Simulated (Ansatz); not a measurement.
# CH7AlSi2: the cost of one run

Computed with Ansatz 0.2.0, driven from Python. Level of theory: PBE0/def2-SVP.

## (1) The system

Bond lengths: C1–Al2 1.930 Å, Al2–Si3 2.359 Å, Al2–Si4 2.429 Å, Si3–Si4 2.232 Å, C1–H5 1.123 Å, C1–H6 1.135 Å, C1–H7 1.128 Å, Si3–H8 1.420 Å, Si3–H9 1.537 Å, Si4–H10 1.398 Å, Si4–H11 1.495 Å. Angles (14 of 21 angles, heavy atoms first): C1–Al2–Si3 148.2°, C1–Al2–Si4 146.6°, Si3–Al2–Si4 55.6°, Al2–Si3–Si4 63.8°, Al2–Si4–Si3 60.6°, Al2–C1–H5 113.0°, Al2–C1–H6 113.3°, Al2–C1–H7 111.1°, Al2–Si3–H8 118.5°, Al2–Si3–H9 116.1°, Si4–Si3–H8 115.0°, Si4–Si3–H9 111.4°, Al2–Si4–H10 116.7°, Al2–Si4–H11 111.7°.

No structure file is read: the coordinates are typed or built in the script.

## (2) The code

Contents of deck_ch7alsi2.py:

```python
"""CH7AlSi2 through the session interface."""

import ansatz as az

DECK = """
crystal:
  periodic: [false, false, false]
  atoms:
    - { symbol: C, position_ang: [-1.2201, 1.9582, -0.5896] }
    - { symbol: Al, position_ang: [-0.4925, 0.2143, -0.1967] }
    - { symbol: Si, position_ang: [0.3984, -1.2715, 1.4046] }
    - { symbol: Si, position_ang: [1.2668, -1.3982, -0.6479] }
    - { symbol: H, position_ang: [-0.6516, 2.4997, -1.3928] }
    - { symbol: H, position_ang: [-1.2802, 2.6344, 0.3201] }
    - { symbol: H, position_ang: [-2.2784, 1.8795, -0.9719] }
    - { symbol: H, position_ang: [-0.3796, -2.3928, 1.7968] }
    - { symbol: H, position_ang: [1.4014, -0.6698, 2.4013] }
    - { symbol: H, position_ang: [2.5642, -0.8933, -0.7718] }
    - { symbol: H, position_ang: [0.737, -2.6176, -1.3317] }
basis:
  gaussian: { orbitals: def2-SVP }
hamiltonian:
  xc: pbe0
"""


def main() -> None:
    session = az.Session.from_yaml(DECK)
    summary = session.plan(threads=1).execute().report

    for key in ("converged", "free_energy_ev", "reference_energy_ev", "n_frozen", "n_occupied", "n_virtual"):
        print(f"{key:22s} {summary[key]}")
    symbols = ["C", "Al", "Si", "Si", "H", "H", "H", "H", "H", "H", "H"]


if __name__ == "__main__":
    main()
```

## (3) The run

Run with:

```console
$ python deck_ch7alsi2.py
```

What time and memory should one allow on 1 thread of Arm Neoverse V1, shared host?

About 4 s, with a peak of 0.24 GiB.
